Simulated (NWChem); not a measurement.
**GaBr (SMILES [Ga][Br]): levels of theory compared**

We compute a comparison of 4 runs (HF/STO-3G, HF/3-21G, B3LYP/6-31G*) of GaBr. 

The results are computed with NWChem 7.3.0.

5 further runs of the same task are left out: 5 that didn't finish.

## (1) The system as given

GaBr: 2 atoms, total charge 0, spin state singlet. As SMILES, `[Ga][Br]`. The Ga1–Br2 distance was set to 2.730 Å, away from the relaxed value.

Bond lengths: Ga1–Br2 2.730 Å.

## (2) A single-point energy at HF/STO-3G (run 1)

The input, run.py:

```python
from ase import Atoms
from ase.calculators.nwchem import NWChem

molecule = Atoms(['Ga', 'Br'], positions=[
    [-0.000000, -0.000000, -0.342280],
    [0.000000, 0.000000, 2.388120],
])

calc = NWChem(
    label='brga',
    theory='scf',
    memory='2200 mb',
    basis='STO-3G',
    basispar='spherical bse',
    scf={'nopen': '0', 'rhf': None, 'thresh': '1e-08', 'maxiter': '80'},
    task='energy',
)
molecule.calc = calc

e = molecule.get_potential_energy()
print(f"E = {e:.6f} eV")
print("dipole (e A):", molecule.get_dipole_moment().round(4))
```

Run with:

```sh
$ export ASE_NWCHEM_COMMAND="nwchem PREFIX.nwi > PREFIX.nwo"
$ python run.py
```

Log:

```text
E = -120968.274055 eV
dipole (e A): [-0.      0.     -0.7655]
```

The calculator wrote brga.nwi:

```
title "brga"

permanent_dir brga

scratch_dir brga

start brga

geometry units angstrom nocenter noautosym noautoz
  Ga -0.0000000000000000e+00 -0.0000000000000000e+00 -3.4227999999999997e-01
  Br 0.0000000000000000e+00 0.0000000000000000e+00 2.3881199999999998e+00
end

memory 2200 mb

basis spherical bse noprint
   * library STO-3G
end

scf
  nopen 0
  rhf
  thresh 1e-08
  maxiter 80
end

task scf energy
```

brga.nwo:

```text
Northwest Computational Chemistry Package (NWChem) 7.3.0
             --------------------------------------------------------

           Job information
           ---------------

    nwchem branch   = 7.3.0
    use scalapack   = T
    input           = brga.nwi
    prefix          = brga.
    data base       = brga/brga.db
    status          = startup
    nproc           =        1

           Memory information
           ------------------

[... 5 lines left out ...]
    hardfail = no
[... 34 lines left out ...]
            Nuclear Dipole moment (a.u.)
[... 48 lines left out ...]
 2-e energy   =    2004.965695
[... 10 lines left out ...]
 Final Fock-matrix accuracy:          1.000E-10
[... 20 lines left out ...]
       Final RHF  results
[... 4 lines left out ...]
      Two-electron energy =   1999.468957500897
[... 45 lines left out ...]
                       ROHF Final Molecular Orbital Analysis
[... 114 lines left out ...]
       Multipole analysis of the density wrt the origin
       ------------------------------------------------

     L   x y z        total         open         nuclear
     -   - - -        -----         ----         -------
     0   0 0 0     -0.000000      0.000000     66.000000

     1   1 0 0     -0.000000      0.000000      0.000000
[... 8 lines of this table left out ...]
     2   0 0 2    -32.130522      0.000000    725.786408

 Task  times  cpu:       14.4s     wall:       14.4s
 Total times  cpu:       14.4s     wall:       14.4s
```

Wall time 16 s (1 thread of Intel Xeon Platinum 8259CL at 2.50GHz (Skylake/Cascade Lake), shared host); peak memory 0.1 GiB.

## (3) The energy at HF/3-21G (run 2)

The input, test.xyz:

```xyz
2

Ga     0.000000     0.000000    -0.342280
Br     0.000000     0.000000     2.388120
```

The input, run.py:

```python
from ase.io import read
from ase.calculators.nwchem import NWChem

system = read('test.xyz')

calc = NWChem(
    label='test',
    theory='scf',
    memory='2200 mb',
    basis='3-21G',
    basispar='spherical bse',
    scf={'nopen': '0', 'rhf': None, 'thresh': '1e-08', 'maxiter': '80'},
    task='energy',
)
system.calc = calc

print("Total energy (eV):", round(system.get_potential_energy(), 6))
print("dipole (e A):", system.get_dipole_moment().round(4))
```

Run with:

```sh
$ export ASE_NWCHEM_COMMAND="nwchem PREFIX.nwi > PREFIX.nwo"
$ python run.py
```

Log:

```text
Total energy (eV): -121741.881958
dipole (e A): [-0.      0.     -1.1195]
```

The calculator wrote test.nwi:

```
title "test"

permanent_dir test

scratch_dir test

start test

geometry units angstrom nocenter noautosym noautoz
  Ga 0.0000000000000000e+00 0.0000000000000000e+00 -3.4227999999999997e-01
  Br 0.0000000000000000e+00 0.0000000000000000e+00 2.3881199999999998e+00
end

memory 2200 mb

basis spherical bse noprint
   * library 3-21G
end

scf
  nopen 0
  rhf
  thresh 1e-08
  maxiter 80
end

task scf energy
```

test.nwo:

```text
Northwest Computational Chemistry Package (NWChem) 7.3.0
             --------------------------------------------------------

           Job information
           ---------------

    nwchem branch   = 7.3.0
    use scalapack   = T
    input           = test.nwi
    prefix          = test.
    data base       = test/test.db
    status          = startup
    nproc           =        1

           Memory information
           ------------------

[... 5 lines left out ...]
    hardfail = no
[... 90 lines left out ...]
         Quadratically convergent ROHF
[... 14 lines left out ...]
       Final RHF  results
[... 4 lines left out ...]
      Two-electron energy =   1983.734404222135
[... 52 lines left out ...]
                       ROHF Final Molecular Orbital Analysis
[... 168 lines left out ...]
       Multipole analysis of the density wrt the origin
       ------------------------------------------------

     L   x y z        total         open         nuclear
     -   - - -        -----         ----         -------
     0   0 0 0     -0.000000      0.000000     66.000000

     1   1 0 0     -0.000000      0.000000      0.000000
[... 8 lines of this table left out ...]
     2   0 0 2    -37.542339      0.000000    725.786408

 Task  times  cpu:        4.9s     wall:        4.9s
 Total times  cpu:        4.9s     wall:        4.9s
```

Wall time 6.9 s (1 thread of Intel Xeon Platinum 8259CL at 2.50GHz (Skylake/Cascade Lake), shared host); peak memory 0.1 GiB.

Run 3 isn't shown in full; the table further down has it.

## (4) A single-point energy at B3LYP/6-31G(d) (Cartesian functions) (run 4)

The input, run.py:

```python
from ase import Atoms
from ase.calculators.nwchem import NWChem

atoms = Atoms(['Ga', 'Br'], positions=[
    [-0.000000, -0.000000, -0.342280],
    [0.000000, 0.000000, 2.388120],
])

calc = NWChem(
    label='brga',
    theory='dft',
    memory='2200 mb',
    basis='6-31G*',
    dft={'xc': 'b3lyp', 'mult': '1', 'grid': 'xfine', 'convergence': 'energy 1e-08', 'iterations': '100', 'mulliken': None},
    task='energy',
)
atoms.calc = calc

e = atoms.get_potential_energy()
print(f"E = {e:.6f} eV")
print("dipole (e A):", atoms.get_dipole_moment().round(4))
```

Run with:

```sh
$ export ASE_NWCHEM_COMMAND="nwchem PREFIX.nwi > PREFIX.nwo"
$ python run.py
```

Log:

```text
E = -122412.516105 eV
dipole (e A): [-0.     -0.     -1.0118]
```

The calculator wrote brga.nwi:

```
title "brga"

permanent_dir brga

scratch_dir brga

start brga

geometry units angstrom nocenter noautosym noautoz
  Ga -0.0000000000000000e+00 -0.0000000000000000e+00 -3.4227999999999997e-01
  Br 0.0000000000000000e+00 0.0000000000000000e+00 2.3881199999999998e+00
end

memory 2200 mb

basis noprint
   * library 6-31G*
end

dft
  xc b3lyp
  mult 1
  grid xfine
  convergence energy 1e-08
  iterations 100
  mulliken
end

task dft energy
```

brga.nwo:

```text
Northwest Computational Chemistry Package (NWChem) 7.3.0
             --------------------------------------------------------

           Job information
           ---------------

    nwchem branch   = 7.3.0
    use scalapack   = T
    input           = brga.nwi
    prefix          = brga.
    data base       = brga/brga.db
    status          = startup
    nproc           =        1

           Memory information
           ------------------

[... 5 lines left out ...]
    hardfail = no
[... 79 lines left out ...]
          Convergence on energy requested:  1.00D-08
[... 25 lines left out ...]
          Convergence Information
[... 30 lines left out ...]
 1-e energy   =   -6684.965503
[... 51 lines left out ...]
      One electron energy =    -6685.226132719791
[... 8 lines left out ...]
                       DFT Final Molecular Orbital Analysis
[... 537 lines left out ...]
     Multipole analysis of the density
     ---------------------------------

     L   x y z        total         alpha         beta         nuclear
     -   - - -        -----         -----         ----         -------
     0   0 0 0     -0.000000    -33.000000    -33.000000     66.000000

     1   1 0 0     -0.000000     -0.000000     -0.000000      0.000000
[... 8 lines of this table left out ...]
     2   0 0 2    -33.385253   -379.585830   -379.585830    725.786408

 Task  times  cpu:       34.8s     wall:       34.8s
 Total times  cpu:       34.8s     wall:       34.8s
```

Wall time 37 s (1 thread of Intel Xeon Platinum 8259CL at 2.50GHz (Skylake/Cascade Lake), shared host); peak memory 0.12 GiB.

## (5) All runs side by side

```
run                               level  iteration cap  module   energy (Eh)  dipole moment (D)  HOMO energy (eV)  LUMO energy (eV)  wall time
  1                           HF/STO-3G             80     scf  -4445.502112               3.68             -6.56              3.85       16 s
  2                            HF/3-21G             80     scf  -4473.931679               5.38             -9.09              0.28      6.9 s
  3  B3LYP/6-31G* (spherical functions)            100     dft  -4498.563002               4.83             -7.05             -2.57       32 s
  4  B3LYP/6-31G* (Cartesian functions)            100     dft  -4498.577029               4.86             -7.04             -2.54       37 s
```

## (6) Results

| quantity | value |
| --- | --- |
| run 4: total energy | -4498.57703 Eh |
| run 4: dipole moment | 4.86 D |
| run 4: HOMO energy | -7.04 eV |
| run 4: LUMO energy | -2.54 eV |
| run 4: HOMO–LUMO gap | 4.50 eV |

The dipole moment (its size) runs from 3.68 D (HF/STO-3G) to 5.38 D (HF/3-21G). The HOMO–LUMO gap runs from 4.48 eV (B3LYP/6-31G*) to 10.42 eV (HF/STO-3G). The two ends differ in method and basis. In run 1 the basis is minimal, so the values are rough. All runs together took 91 s, the longest 37 s.
